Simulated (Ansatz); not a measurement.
# BF2H4NO: the cost of one run

Program: Ansatz 0.2.0. Level of theory: RHF/def2-SVP. These are calculated values, not measurements.

## Step 1: The structure to begin with

Bond lengths: B1–F2 1.670 Å, B1–N3 1.550 Å, N3–H4 1.060 Å, N3–H5 1.060 Å, B1–F6 1.320 Å, B1–O7 1.710 Å, O7–H8 1.010 Å, F2–H9 1.041 Å, O7–H9 1.132 Å. Angles: B1–F2–H9 80.7°, F2–B1–N3 120.0°, F2–B1–F6 120.0°, F2–B1–O7 71.6°, N3–B1–F6 120.0°, N3–B1–O7 96.8°, F6–B1–O7 101.3°, B1–N3–H4 120.0°, B1–N3–H5 120.0°, H4–N3–H5 120.0°, B1–O7–H8 109.5°, B1–O7–H9 76.7°, H8–O7–H9 40.8°, F2–H9–O7 131.0°.

Structure file:

```xyz
9

B     0.0000    0.0000    0.0000
F     0.0000    0.0000    1.6700
N     1.3423    0.0000   -0.7750
H     1.8089   -0.9179   -1.0268
H     1.7937    0.9179   -1.0532
F    -1.1431    0.0000   -0.6600
O     0.0766    1.6210    0.5392
H     0.4753    1.6492    1.4668
H     0.0485    1.0264    1.5024
```

## Step 2: Pulling towards end A

Springs on the bonds that form and break draw the guess towards this end; the thresholds are loose.

File input.yaml:

```yaml
crystal:
  periodic: [false, false, false]
  atoms:
    - { symbol: B, position_ang: [0.0, 0.0, 0.0] }
    - { symbol: F, position_ang: [0.0, 0.0, 1.67] }
    - { symbol: "N", position_ang: [1.3423, 0.0, -0.775] }
    - { symbol: H, position_ang: [1.8089, -0.9179, -1.0268] }
    - { symbol: H, position_ang: [1.7937, 0.9179, -1.0532] }
    - { symbol: F, position_ang: [-1.1431, 0.0, -0.66] }
    - { symbol: O, position_ang: [0.0766, 1.621, 0.5392] }
    - { symbol: H, position_ang: [0.4753, 1.6492, 1.4668] }
    - { symbol: H, position_ang: [0.0485, 1.0264, 1.5024] }
basis:
  gaussian: { orbitals: def2-SVP }
hamiltonian:
  xc: hf
relax:
  f_tol: 0.15
  max_steps: 25
  restrain:
    - { distance: [0, 6], at: 2.61, k: 30.0 }
    - { distance: [8, 1], at: 2.12, k: 30.0 }
    - { distance: [0, 1], at: 1.32, k: 30.0 }
    - { distance: [8, 6], at: 1.01, k: 30.0 }
```

Launch:

```
ansatz run input.yaml --threads 1 --pin off --max-ram 2048MiB --backend cpu --events-out ev --progress --plain --runs-dir out
```

What time and memory should one allow on 1 thread of Arm Neoverse V1, shared host?

About 32 s, with a peak of 0.16 GiB.
